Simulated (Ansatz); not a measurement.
# GeH2Cl (SMILES [Cl][GeH2]): UCCSDT(Q)/STO-3G

Aim: the vertical ionisation energy of GeH2Cl at UCCSDT(Q)/STO-3G, from 2 runs. 

The results are computed with Ansatz 0.2.0.

57 further runs of the same task are left out: 6 that didn't finish, 51 set aside as unsound or not needed.

## 1. The system as given

The species is GeH2Cl (4 atoms), meant as a doublet with charge 0. As SMILES, `[Cl][GeH2]`. The coordinates come from a PBE0-D4/def2-TZVP relaxation.

Bond lengths: Cl1–Ge2 2.156 Å, Ge2–H3 1.546 Å, Ge2–H4 1.546 Å. Angles: Cl1–Ge2–H3 106.8°, Cl1–Ge2–H4 106.8°, H3–Ge2–H4 112.3°.

## 2. The energy at UCCSDT(Q)/STO-3G

Contents of in.yaml:

```yaml
crystal:
  periodic: [false, false, false]
  atoms:
    - {symbol: Cl, position_ang: [-1.562900, 0.305200, 0.993500]}
    - {symbol: Ge, position_ang: [0.106700, -0.451100, -0.141600]}
    - {symbol: H, position_ang: [0.072700, 0.259600, -1.514200]}
    - {symbol: H, position_ang: [1.383400, -0.113700, 0.662300]}
basis:
  gaussian:
    orbitals: STO-3G
magnetization:
  spin_polarized: true
  initial_magnetization: 1
correlation:
  method: ccsdt_q
  frozen_orbitals: {Cl: 5, Ge: 9, H: 0}
accuracy: high
scf:
  omitted_lower_state_checks: [cluster_reference, increment]
```

Run with:

```
$ ansatz run in.yaml --threads 1 --pin off --max-ram 2610MiB --events-out events.jsonl --progress --plain --runs-dir runs
```

Standard output (excerpt; [...] marks lines left out):

```text
Warning: RAYON_NUM_THREADS=1 ignored (pool sized by the plan → 1); use --threads N
Functional definition: HF
  name "HF"
[...]
426 factors; integrals over basis functions are off by at most 4.7e-9 eV
[...]
mean field -68232.72343337 eV, -2507.5063363754 hartree, gradient 5.5e-8 eV, S^2 0.751586; 0 other end points of the search recorded, 0 dependent functions left out
14 core orbitals not correlated: weight in the atoms' cores, before any rotation towards them, 1.000 or more for the frozen orbitals, at most 0.000 for the correlated occupied ones
reference -68232.72343337 eV, -2507.5063363754 hartree; 12, 11 occupied and 3, 4 virtual orbitals, 426 factors
second order -0.89570773 eV of doubles, -0.00000000 eV of singles
cycle   1  -1.15902443 eV  change   -2.6e-1 eV  update   5.1e-2
[...]
cycle  23  -1.35172893 eV  change   1.9e-10 eV  update   1.6e-9
perturbative correction -0.00038684 eV, -0.0000142162 hartree
Total energy: -68234.07554915 eV, -2507.5560257137 hartree
Checks for a lower state left out: cluster_reference, increment
```

Wall time 2.2 s (1 thread of Arm Neoverse V1, shared host); peak memory 0.15 GiB.

## 3. The singlet cation, same level

Contents of molecule.yaml:

```yaml
crystal:
  periodic: [false, false, false]
  atoms:
    - symbol: Cl
      position_ang: [-1.562900, 0.305200, 0.993500]
    - symbol: Ge
      position_ang: [0.106700, -0.451100, -0.141600]
    - symbol: H
      position_ang: [0.072700, 0.259600, -1.514200]
    - symbol: H
      position_ang: [1.383400, -0.113700, 0.662300]
basis:
  gaussian:
    orbitals: STO-3G
total_charge: 1
correlation:
  method: ccsdt_q
  frozen_orbitals: {Cl: 5, Ge: 9, H: 0}
accuracy: high
scf:
  omitted_lower_state_checks: [cluster_reference, increment]
```

Run with:

```
$ ansatz run molecule.yaml --threads 1 --pin off --max-ram 2610MiB --events-out events.jsonl --progress --plain --runs-dir runs
```

Standard output (excerpt; [...] marks lines left out):

```text
Warning: RAYON_NUM_THREADS=1 ignored (pool sized by the plan → 1); use --threads N
Functional definition: HF
  name "HF"
[...]
425 factors; integrals over basis functions are off by at most 4.7e-9 eV
[...]
mean field -68225.65546560 eV, -2507.2465933504 hartree, gradient 5.0e-8 eV, S^2 0.000000; 0 other end points of the search recorded, 0 dependent functions left out
14 core orbitals not correlated: weight in the atoms' cores, before any rotation towards them, 1.000 or more for the frozen orbitals, at most 0.000 for the correlated occupied ones
reference -68225.65546560 eV, -2507.2465933504 hartree; 11, 11 occupied and 4, 4 virtual orbitals, 425 factors
second order -1.33126290 eV of doubles, -0.00000000 eV of singles
cycle   1  -1.62950634 eV  change   -3.0e-1 eV  update   9.3e-2
[...]
cycle  26  -2.00716184 eV  change   -1.7e-9 eV  update  6.5e-10
perturbative correction -0.00283531 eV, -0.0001041956 hartree
Total energy: -68227.66546274 eV, -2507.3204593831 hartree
Checks for a lower state left out: cluster_reference, increment
```

Wall time 0.66 s (1 thread of Arm Neoverse V1, shared host).

## 4. Outcome

Level: UCCSDT(Q)/STO-3G, 14 core orbitals frozen.

| quantity | value |
| --- | --- |
| doublet GeH2Cl: total energy | -2507.55603 Eh |
| doublet GeH2Cl: correlation energy (14 core orbitals frozen) | -49.7 mEh |
| doublet GeH2Cl: ⟨S²⟩ of the reference determinant | 0.752 |
| doublet GeH2Cl: T1 diagnostic | 0.006 |
| singlet cation: total energy | -2507.32046 Eh |
| singlet cation: correlation energy (14 core orbitals frozen) | -73.9 mEh |
| singlet cation: T1 diagnostic | 0.024 |
| vertical ionisation energy (to the singlet cation) | 6.410 eV |

What this shows: The vertical ionisation energy comes to 6.41 eV (148 kcal/mol). Only the singlet of the ionised species was computed; a triplet could lie lower. In a minimal basis such a difference can be off by several eV, whatever the method. The T1 diagnostic (singlet cation) of 0.024 is above the customary mark for such species, so a single reference may not serve.
